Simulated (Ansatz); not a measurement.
# SiCl3(NiPr2) (C₆H₁₄Cl₃NSi): one molecule under many settings

How do the results and run time of SiCl3(NiPr2) (C₆H₁₄Cl₃NSi) respond when the settings are drawn wide?

Program: Ansatz 0.2.0, Gaussian basis. Level of theory: the settings change from run to run. These are calculated values, not measurements.

**1. The relaxed structure**

An earlier r2SCAN-D4/def2-SVP relaxation fixed the geometry.

25 atoms, charge 0, spin multiplicity 1.

Atoms are counted from 1 here; the program's logs count them from 0.

Bond lengths: Si1–Cl2 2.069 Å, Si1–Cl3 2.058 Å, Si1–Cl4 2.068 Å, Si1–N5 1.700 Å, N5–C6 1.484 Å, N5–C9 1.477 Å, C6–C7 1.528 Å, C6–C8 1.528 Å, C6–H12 1.107 Å, C7–H13 1.102 Å, C7–H14 1.101 Å, C7–H15 1.100 Å, C8–H16 1.102 Å, C8–H17 1.100 Å, C8–H18 1.101 Å, C9–C10 1.529 Å, C9–C11 1.529 Å, C9–H19 1.103 Å and more. Angles: Cl2–Si1–Cl3 107.5°, Cl2–Si1–Cl4 105.1°, Cl2–Si1–N5 111.6°, Cl3–Si1–Cl4 107.4°, Cl3–Si1–N5 113.5°, Cl4–Si1–N5 111.4°, Si1–N5–C6 114.0°, Si1–N5–C9 128.8°, C6–N5–C9 117.1°, N5–C6–C7 111.8°, N5–C6–C8 111.9°, N5–C6–H12 106.2°, C7–C6–C8 113.1°, C7–C6–H12 106.7°, C8–C6–H12 106.6°, C6–C7–H13 111.7°, C6–C7–H14 110.5°, C6–C7–H15 110.3° and more.

**2. SPW92/def2-mTZVP**

Set apart from the defaults: charge -1, multiplicity 2, the search for lower states set to light.

in.yaml reads:

```yaml
crystal:
  periodic: [false, false, false]
  atoms:
    - {symbol: Si, position_ang: [0.795287, 1.869035, 0.889460]}
    - {symbol: Cl, position_ang: [0.598002, 1.899929, 2.949264]}
    - {symbol: Cl, position_ang: [2.791768, 2.112531, 0.455064]}
    - {symbol: Cl, position_ang: [-0.190961, 3.562949, 0.228857]}
    - {symbol: N, position_ang: [0.123220, 0.459519, 0.217052]}
    - {symbol: C, position_ang: [-1.322873, 0.285794, 0.500018]}
    - {symbol: C, position_ang: [-2.156534, 0.301757, -0.780567]}
    - {symbol: C, position_ang: [-1.589914, -0.938353, 1.375200]}
    - {symbol: C, position_ang: [0.790462, -0.604707, -0.560471]}
    - {symbol: C, position_ang: [1.307159, -0.104313, -1.909820]}
    - {symbol: C, position_ang: [1.863878, -1.334739, 0.247876]}
    - {symbol: H, position_ang: [-1.629898, 1.169950, 1.090431]}
    - {symbol: H, position_ang: [-1.917477, -0.554247, -1.432082]}
    - {symbol: H, position_ang: [-3.230145, 0.245610, -0.541798]}
    - {symbol: H, position_ang: [-1.973272, 1.229122, -1.343824]}
    - {symbol: H, position_ang: [-1.320196, -1.874739, 0.860600]}
    - {symbol: H, position_ang: [-1.010634, -0.874625, 2.308665]}
    - {symbol: H, position_ang: [-2.658874, -0.999793, 1.632844]}
    - {symbol: H, position_ang: [-0.002937, -1.340794, -0.775791]}
    - {symbol: H, position_ang: [2.126653, 0.619124, -1.781692]}
    - {symbol: H, position_ang: [0.500842, 0.387769, -2.475305]}
    - {symbol: H, position_ang: [1.690014, -0.944427, -2.511484]}
    - {symbol: H, position_ang: [2.258236, -2.192175, -0.320856]}
    - {symbol: H, position_ang: [2.709373, -0.670473, 0.482403]}
    - {symbol: H, position_ang: [1.448809, -1.709705, 1.195945]}
basis:
  gaussian: {orbitals: def2-mTZVP}
total_charge: -1
magnetization: {spin_polarized: true, initial_magnetization: 1}
hamiltonian: {xc: {name: SPW92}}
scf: {lower_state_search: light}
output: {forces: true}
```

Started as:

```console
$ ansatz run in.yaml --threads 2 --pin off --events-out ev --progress --plain --max-ram 32768MiB --backend cuda --devices 0, --max-vram 18GiB
```

Log, shortened:

```text
Functional definition: SPW92
  name "SPW92"
  cite "Dirac, Proc. Camb. Phil. Soc. 26, 376 (1930) doi:10.1017/S0305004100016108"
  cite "Slater, Phys. Rev. 81, 385 (1951) doi:10.1103/PhysRev.81.385"
  cite "Perdew & Wang, Phys. Rev. B 45, 13244 (1992) doi:10.1103/PhysRevB.45.13244"
[...]
2759 factors; their error is unknown
[...]
mean field -53167.69532689 eV, -1953.8767649049 hartree, gradient 2.3e-5 eV, S^2 0.750297; 6 other end points of the search recorded, 0 dependent functions left out
[...]
reference -53167.69537805 eV, -1953.8767667850 hartree; 62, 61 occupied and 201, 202 virtual orbitals, 2759 factors
Total energy: -53167.69537805 eV, -1953.8767667850 hartree
Atom 0 at     0.795287     1.869035     0.889460 Å, force    -0.194893    -0.642944    -0.320846 eV/Å
Atom 1 at     0.598002     1.899929     2.949264 Å, force    -0.442275    -0.238299     1.773118 eV/Å
Atom 2 at     2.791768     2.112531     0.455064 Å, force     2.213944    -0.032008    -0.672001 eV/Å
Atom 3 at    -0.190961     3.562949     0.228857 Å, force    -1.138096     1.227208    -0.685663 eV/Å
Atom 4 at     0.123220     0.459519     0.217052 Å, force    -0.819226    -0.758531    -0.246026 eV/Å
Atom 5 at    -1.322873     0.285794     0.500018 Å, force     0.501135    -0.559103    -0.451340 eV/Å
Atom 6 at    -2.156534     0.301757    -0.780567 Å, force     0.428738    -0.052242     0.449710 eV/Å
[...]
Atom 9 at     1.307159    -0.104313    -1.909820 Å, force    -0.057919    -0.099298     0.516924 eV/Å
Atom 10 at     1.863878    -1.334739     0.247876 Å, force    -0.264358     0.359725    -0.290128 eV/Å
Atom 11 at    -1.629898     1.169950     1.090431 Å, force    -0.103624     0.140687     0.101567 eV/Å
Atom 12 at    -1.917477    -0.554247    -1.432082 Å, force     0.026368    -0.096205    -0.046790 eV/Å
Atom 13 at    -3.230145     0.245610    -0.541798 Å, force    -0.326165    -0.039683     0.127699 eV/Å
Atom 14 at    -1.973272     1.229122    -1.343824 Å, force     0.059022     0.158108    -0.060333 eV/Å
Atom 15 at    -1.320196    -1.874739     0.860600 Å, force     0.022196    -0.082422    -0.071498 eV/Å
Atom 16 at    -1.010634    -0.874625     2.308665 Å, force     0.111018     0.045655     0.134130 eV/Å
Atom 17 at    -2.658874    -0.999793     1.632844 Å, force    -0.343293     0.013798     0.035072 eV/Å
Atom 18 at    -0.002937    -1.340794    -0.775791 Å, force    -0.064823    -0.075745    -0.025592 eV/Å
Atom 19 at     2.126653     0.619124    -1.781692 Å, force     0.043762     0.049071     0.049809 eV/Å
Atom 20 at     0.500842     0.387769    -2.475305 Å, force    -0.159555     0.069881    -0.015651 eV/Å
Atom 21 at     1.690014    -0.944427    -2.511484 Å, force     0.072663    -0.209626    -0.076621 eV/Å
Atom 22 at     2.258236    -2.192175    -0.320856 Å, force     0.049427    -0.161655    -0.169266 eV/Å
Atom 23 at     2.709373    -0.670473     0.482403 Å, force     0.033423     0.077941     0.005524 eV/Å
Atom 24 at     1.448809    -1.709705     1.195945 Å, force    -0.124308    -0.008046     0.128142 eV/Å
Dipole moment:     0.003128    -0.345150    -0.201347 e Å
```

Run time: 14 s. Hardware: 1 × H100 (card shared with other runs) with 2 threads of AMD EPYC 7R13, shared host; peak host memory 0.89 GiB.

Largest force 2.314 eV/Å, ⟨S²⟩ 0.750.

**3. BHLYP/cc-pVDZ**

Changes to in.yaml since step 2:

```diff
@@ -29,7 +29,4 @@
 basis:
-  gaussian: {orbitals: def2-mTZVP}
-total_charge: -1
-magnetization: {spin_polarized: true, initial_magnetization: 1}
-hamiltonian: {xc: {name: SPW92}}
-scf: {lower_state_search: light}
+  gaussian: {orbitals: cc-pVDZ}
+hamiltonian: {xc: {name: BHLYP}}
 output: {forces: true}
```

Launched as before.

Log:

```text
Functional definition: BHLYP
  name "BHLYP"
  cite "Becke, J. Chem. Phys. 98, 1372 (1993) doi:10.1063/1.464304"
  cite "Becke, Phys. Rev. A 38, 3098 (1988) doi:10.1103/PhysRevA.38.3098"
  cite "Lee, Yang & Parr, Phys. Rev. B 37, 785 (1988) doi:10.1103/PhysRevB.37.785"
  parameter a = 0.5
  exchange = (1 - a)*b88_x + a*exact_x
  correlation = lyp_c
2291 factors; integrals over basis functions are off by at most 1.2e-3 eV
mean field evaluation 1: about -53376.7206 eV, gradient 6.0e1 eV
mean field evaluation 2: about -53378.4124 eV, gradient 5.5e1 eV
mean field evaluation 4: about -53385.5732 eV, gradient 2.8e0 eV
mean field evaluation 8: about -53386.7716 eV, gradient 9.5e-1 eV
mean field evaluation 16: about -53386.7742 eV, gradient 2.1e-4 eV
mean field -53386.77416946 eV, -1961.9277638726 hartree, gradient 7.5e-5 eV, S^2 0.000000; 0 other end points of the search recorded, 0 dependent functions left out
the calculation of the forces begins
reference -53386.77440697 eV, -1961.9277726007 hartree; 61, 61 occupied and 179, 179 virtual orbitals, 2291 factors
Total energy: -53386.77440697 eV, -1961.9277726007 hartree
Atom 0 at     0.795287     1.869035     0.889460 Å, force    -0.011945    -0.113822    -0.072913 eV/Å
Atom 1 at     0.598002     1.899929     2.949264 Å, force     0.025358     0.029358     0.086991 eV/Å
Atom 2 at     2.791768     2.112531     0.455064 Å, force     0.047615     0.050769     0.027915 eV/Å
Atom 3 at    -0.190961     3.562949     0.228857 Å, force    -0.014147     0.095023    -0.020399 eV/Å
Atom 4 at     0.123220     0.459519     0.217052 Å, force    -0.113878    -0.064663    -0.004689 eV/Å
Atom 5 at    -1.322873     0.285794     0.500018 Å, force    -0.038988     0.170507     0.117256 eV/Å
Atom 6 at    -2.156534     0.301757    -0.780567 Å, force    -0.057882    -0.011635    -0.092895 eV/Å
Atom 7 at    -1.589914    -0.938353     1.375200 Å, force    -0.025197    -0.100076     0.051592 eV/Å
Atom 8 at     0.790462    -0.604707    -0.560471 Å, force    -0.169409    -0.185614    -0.061933 eV/Å
Atom 9 at     1.307159    -0.104313    -1.909820 Å, force     0.061917     0.064287    -0.092562 eV/Å
Atom 10 at     1.863878    -1.334739     0.247876 Å, force     0.100524    -0.032267     0.060163 eV/Å
Atom 11 at    -1.629898     1.169950     1.090431 Å, force     0.068385    -0.311631    -0.203507 eV/Å
Atom 12 at    -1.917477    -0.554247    -1.432082 Å, force    -0.073612     0.221607     0.152255 eV/Å
Atom 13 at    -3.230145     0.245610    -0.541798 Å, force     0.256535     0.014870    -0.042955 eV/Å
Atom 14 at    -1.973272     1.229122    -1.343824 Å, force    -0.060909    -0.245332     0.128922 eV/Å
Atom 15 at    -1.320196    -1.874739     0.860600 Å, force    -0.071934     0.228595     0.144279 eV/Å
Atom 16 at    -1.010634    -0.874625     2.308665 Å, force    -0.158532    -0.038414    -0.236706 eV/Å
Atom 17 at    -2.658874    -0.999793     1.632844 Å, force     0.250100     0.025620    -0.064713 eV/Å
Atom 18 at    -0.002937    -1.340794    -0.775791 Å, force     0.284959     0.251637     0.070784 eV/Å
Atom 19 at     2.126653     0.619124    -1.781692 Å, force    -0.215927    -0.203256    -0.069499 eV/Å
Atom 20 at     0.500842     0.387769    -2.475305 Å, force     0.212049    -0.137890     0.142499 eV/Å
Atom 21 at     1.690014    -0.944427    -2.511484 Å, force    -0.094539     0.195753     0.156771 eV/Å
Atom 22 at     2.258236    -2.192175    -0.320856 Å, force    -0.103233     0.210149     0.125859 eV/Å
Atom 23 at     2.709373    -0.670473     0.482403 Å, force    -0.204176    -0.203113    -0.053419 eV/Å
Atom 24 at     1.448809    -1.709705     1.195945 Å, force     0.106866     0.089538    -0.249097 eV/Å
Dipole moment:    -0.258957    -0.562838    -0.263002 e Å
```

Run time: 6.5 s. Hardware: 1 × H100 (card shared with other runs) with 2 threads of AMD EPYC 7R13, shared host; peak host memory 0.91 GiB.

Largest force 0.387 eV/Å, dipole 3.23 D.

**4. BHLYP/def2-SVP**

This run has D4 dispersion.

Changes to in.yaml since step 3:

```diff
@@ -29,4 +29,4 @@
 basis:
-  gaussian: {orbitals: cc-pVDZ}
-hamiltonian: {xc: {name: BHLYP}}
-output: {forces: true}
+  gaussian: {orbitals: def2-SVP}
+hamiltonian: {xc: {name: BHLYP}, dispersion: d4}
+scf: {omitted_lower_state_checks: [starts]}
```

The command is unchanged.

Log:

```text
Functional definition: BHLYP
  name "BHLYP"
  cite "Becke, J. Chem. Phys. 98, 1372 (1993) doi:10.1063/1.464304"
  cite "Becke, Phys. Rev. A 38, 3098 (1988) doi:10.1103/PhysRevA.38.3098"
  cite "Lee, Yang & Parr, Phys. Rev. B 37, 785 (1988) doi:10.1103/PhysRevB.37.785"
  parameter a = 0.5
  exchange = (1 - a)*b88_x + a*exact_x
  correlation = lyp_c
these checks for a lower state are left out or cut short: starts
2395 factors; integrals over basis functions are off by at most 1.2e-3 eV
mean field evaluation 1: about -53356.3356 eV, gradient 6.1e1 eV
mean field evaluation 2: about -53358.0779 eV, gradient 5.5e1 eV
mean field evaluation 4: about -53365.3814 eV, gradient 2.8e0 eV
mean field evaluation 8: about -53366.3353 eV, gradient 4.9e-1 eV
mean field evaluation 16: about -53366.3362 eV, gradient 1.4e-4 eV
mean field -53366.33624600 eV, -1961.1766840386 hartree, gradient 4.1e-5 eV, S^2 0.000000; 0 other end points of the search recorded, 0 dependent functions left out
reference -53366.33647760 eV, -1961.1766925497 hartree; 61, 61 occupied and 179, 179 virtual orbitals, 2395 factors
Total energy: -53367.49328675 eV, -1961.2192045019 hartree
Checks for a lower state left out: starts
```

Wall time 5.5 s (1 × H100 (card shared with other runs) with 2 threads of AMD EPYC 7R13, shared host); peak host memory 0.84 GiB.

**5. r2SCAN0/def2-SVPD**

Set apart from the defaults: coordinates scaled by 1.25, D4 dispersion.

in.yaml reads:

```yaml
crystal:
  periodic: [false, false, false]
  atoms:
    - {symbol: Si, position_ang: [0.994109, 2.336294, 1.111825]}
    - {symbol: Cl, position_ang: [0.747503, 2.374912, 3.686580]}
    - {symbol: Cl, position_ang: [3.489710, 2.640664, 0.568831]}
    - {symbol: Cl, position_ang: [-0.238701, 4.453687, 0.286072]}
    - {symbol: N, position_ang: [0.154025, 0.574399, 0.271315]}
    - {symbol: C, position_ang: [-1.653591, 0.357243, 0.625023]}
    - {symbol: C, position_ang: [-2.695668, 0.377196, -0.975709]}
    - {symbol: C, position_ang: [-1.987392, -1.172941, 1.718999]}
    - {symbol: C, position_ang: [0.988077, -0.755884, -0.700589]}
    - {symbol: C, position_ang: [1.633948, -0.130392, -2.387276]}
    - {symbol: C, position_ang: [2.329848, -1.668424, 0.309845]}
    - {symbol: H, position_ang: [-2.037372, 1.462438, 1.363039]}
    - {symbol: H, position_ang: [-2.396846, -0.692808, -1.790102]}
    - {symbol: H, position_ang: [-4.037681, 0.307012, -0.677248]}
    - {symbol: H, position_ang: [-2.466590, 1.536403, -1.679781]}
    - {symbol: H, position_ang: [-1.650244, -2.343424, 1.075751]}
    - {symbol: H, position_ang: [-1.263293, -1.093282, 2.885831]}
    - {symbol: H, position_ang: [-3.323593, -1.249741, 2.041055]}
    - {symbol: H, position_ang: [-0.003671, -1.675993, -0.969738]}
    - {symbol: H, position_ang: [2.658316, 0.773905, -2.227115]}
    - {symbol: H, position_ang: [0.626053, 0.484711, -3.094131]}
    - {symbol: H, position_ang: [2.112518, -1.180534, -3.139354]}
    - {symbol: H, position_ang: [2.822794, -2.740218, -0.401070]}
    - {symbol: H, position_ang: [3.386716, -0.838091, 0.603004]}
    - {symbol: H, position_ang: [1.811011, -2.137131, 1.494931]}
basis:
  gaussian: {orbitals: def2-SVPD}
hamiltonian: {xc: {name: r2SCAN0}, dispersion: d4}
scf: {omitted_lower_state_checks: [starts]}
```

The command is unchanged.

Log, shortened:

```text
Functional definition: r2SCAN0
  name "r2SCAN0"
  cite "Bursch, Neugebauer, Ehlert & Grimme, J. Chem. Phys. 156, 134105 (2022) doi:10.1063/5.0086040"
  cite "Furness, Kaplan, Ning, Perdew & Sun, J. Phys. Chem. Lett. 11, 8208 (2020) doi:10.1021/acs.jpclett.0c02405"
  cite "Furness, Kaplan, Ning, Perdew & Sun, J. Phys. Chem. Lett. 11, 9248 (2020) doi:10.1021/acs.jpclett.0c03077"
  parent r2scan
[...]
3188 factors; their error is unknown
[...]
mean field -53337.51628667 eV, -1960.1175700681 hartree, gradient 5.6e-5 eV, S^2 0.000000; 0 other end points of the search recorded, 0 dependent functions left out
reference -53337.51630843 eV, -1960.1175708676 hartree; 61, 61 occupied and 296, 296 virtual orbitals, 3188 factors
Total energy: -53337.79171078 eV, -1960.1276917175 hartree
Checks for a lower state left out: starts
```

It took 7 s on 1 × H100 (card shared with other runs) with 2 threads of AMD EPYC 7R13, shared host; peak host memory 0.95 GiB.

**6. All runs side by side**

```csv
level,charge,multiplicity,geometry,functions,energy (eV),time
SPW92/def2-mTZVP,-1,2,relaxed,263,-53167.695,14 s
BHLYP/cc-pVDZ,0,1,relaxed,240,-53386.774,6.5 s
BHLYP/def2-SVP,0,1,relaxed,240,-53367.493,5.5 s
r2SCAN0/def2-SVPD,0,1,scaled,357,-53337.792,7 s
```

**7. Results**

```
                                         quantity                   value
                                             runs                       4
                                         quickest   BHLYP/def2-SVP, 5.5 s
                                          slowest  SPW92/def2-mTZVP, 14 s
spread of total energies, same state and geometry                 19.3 eV
```

What this shows: SPW92/def2-mTZVP took 3 times as long as BHLYP/def2-SVP. The jobs differ in tasks and options as well as level. Total energies at one charge and spin differ by 19 eV between levels, so only differences within one level mean anything. At the r2SCAN-D4/def2-SVP geometry and in the same state, runs without warnings or point charges leave forces up to 0.39 eV/Å (BHLYP/cc-pVDZ).
